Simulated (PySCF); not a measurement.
# BF3: the cost of one run

Programs: PySCF 2.14.0, with density-fitted response routines of our own. Each step states its level of theory. These are calculated values for one molecule, in the gas phase or a continuum, unless marked as measured. Atoms are numbered from 0 throughout.

### Step 1. The starting structure

4 atoms, charge 0, multiplicity 1; geometry from: GFN2-xTB. The atoms were then displaced at random by about 0.01 Å, so the start is not that level's minimum.

Bonds of the start (Å): F0–B1 1.29, B1–F2 1.28, B1–F3 1.31.

### Step 2. Geometry optimisation at PBE0-D3(BJ)/def2-TZVP

What the job is given:

```
{"job": {"xc": "PBE0", "basis": "def2-TZVP", "d3": "d3bj", "grid": 2, "shake": 0.01, "kind": "geom"}, "charge": 0, "multiplicity": 1}
F     -1.085180    -0.586440     0.704390
B     -0.003080    -0.003230     0.314550
F      1.124770    -0.476420     0.708250
F      0.001480     1.040720    -0.470640
```

Launch:

```console
$ OMP_NUM_THREADS=1 python probes_run.py task.json out
```

The driver reads the jobs from task.json and runs them one after another.

Q: Estimate the wall time and peak memory of this first job on 1 thread of AMD EPYC 9R45, shared host.

About 10 s, with a peak of 0.47 GiB.
